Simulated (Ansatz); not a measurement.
## H6OSSi2, SMILES O[SiH2][SiH2]S: harmonic frequencies at the relaxed geometry, step by step

Computed with the Ansatz DFT code, driven from Python.

The cells in order, each with its output:

**Cell 1**
```python
import ansatz as az
from ase import Atoms
from ase.thermochemistry import IdealGasThermo
import numpy as np
```

**Cell 2**
```python
BASIS = 'def2-SVP'
FUNCTIONAL = 'PBE0'
```

**Cell 3**
```python
geometry = (
    az.Crystal.molecule()
    .atom('O', (-1.9985, 0.5024, -0.6845))
    .atom('Si', (-0.9369, 0.6823, 0.53))
    .atom('Si', (0.6783, -0.9571, 0.3833))
    .atom('S', (1.7296, -0.8696, -1.541))
    .atom('H', (-1.714, 0.6678, -1.6183))
    .atom('H', (-1.641, 0.636, 1.8327))
    .atom('H', (-0.2704, 2.0222, 0.4023))
    .atom('H', (0.1677, -2.2987, 0.5647))
    .atom('H', (1.7705, -0.7205, 1.4633))
    .atom('H', (2.2979, 0.284, -1.3295))
)
```

**Cell 4**
```python
setup = (
    geometry.calculation()
    .basis(gaussian=BASIS)
    .functional(FUNCTIONAL)
)
symbols = [site.symbol for site in geometry.cartesian_sites]
start = np.array([site.position_ang for site in geometry.cartesian_sites], dtype=float)
report = setup.relax(force_tolerance=0.003, max_steps=100).run(threads=1).report
end = np.array(report['positions_ang'])
```

**Cell 5**
```python
print('bond        before    after (A)')
for i, j in [(0, 1), (0, 4), (1, 2), (1, 5), (1, 6), (2, 3), (2, 7), (2, 8), (3, 9)]:
    d0, d1 = (np.linalg.norm(xyz[i] - xyz[j]) for xyz in (start, end))
    print(f'{symbols[i]}{i}-{symbols[j]}{j}'.ljust(10), f'{d0:8.4f} {d1:8.4f}')
```
Output:
```text
bond        before    after (A)
O0-Si1       1.6231   1.6688
O0-H4        0.9901   0.9676
Si1-Si2      2.3061   2.3503
Si1-H5       1.4815   1.4900
Si1-H6       1.5020   1.4993
Si2-S3       2.1945   2.1774
Si2-H7       1.4469   1.4929
Si2-H8       1.5541   1.4953
S3-H9        1.3033   1.3526
```

**Cell 6**
```python
# frequencies need a stationary point, so they are taken at the relaxed geometry
minimum = az.Crystal.molecule()
for symbol, xyz in zip(symbols, end):
    minimum = minimum.atom(symbol, xyz.tolist())
vibrating = (
    minimum.calculation()
    .basis(gaussian=BASIS)
    .functional(FUNCTIONAL)
    .phonons(temperatures=(100, 500, 100))
)
vib = vibrating.run(threads=1).report['vibrations']
sums = vib['harmonic_sums']
modes = [m['omega_inv_cm'] for m in sums['modes_at_gamma'] if m['rigid_motion'] == 'no']
print('frequencies (1/cm):', ' '.join(f'{w:.0f}' for w in modes))
print('imaginary modes:', sum(w < 0 for w in modes), ' zero-point energy:', round(sums['zero_point_energy_ev'], 4), 'eV')
# rigid rotor and ideal gas, symmetry number taken as one
gas = IdealGasThermo(vib_energies=[w / 8065.544 for w in modes if w > 0], geometry='linear' if len(modes) == 3 * len(symbols) - 5 else 'nonlinear',
                     atoms=Atoms(symbols, positions=end), symmetrynumber=1, spin=0.0)
print(f'H(298 K) - E = {gas.get_enthalpy(298.15, verbose=False):.4f} eV')
print(f'S(298 K, 1 bar) = {96485.33 * gas.get_entropy(298.15, 1e5, verbose=False):.1f} J/(mol K) with symmetry number 1')
```
Output:
```text
frequencies (1/cm): 63 107 197 245 393 422 431 500 518 639 724 749 813 830 885 912 957 961 2198 2221 2243 2253 2705 3823
imaginary modes: 0  zero-point energy: 1.5986 eV
H(298 K) - E = 1.8262 eV
S(298 K, 1 bar) = 355.3 J/(mol K) with symmetry number 1
```

Caveats:
- The frequencies are harmonic and unscaled, in a modest basis. The result belongs to the one conformer reached from this start, and soft torsions count as harmonic oscillators.
- The entropy takes a symmetry number of 1; a symmetric molecule's is lower by R ln(sigma).
- Run time: 4.6 min on 1 thread of Arm Neoverse V1 (shared host), peak memory 0.34 GiB.

(Lines on the test bed's own set-up are left out of the output.)
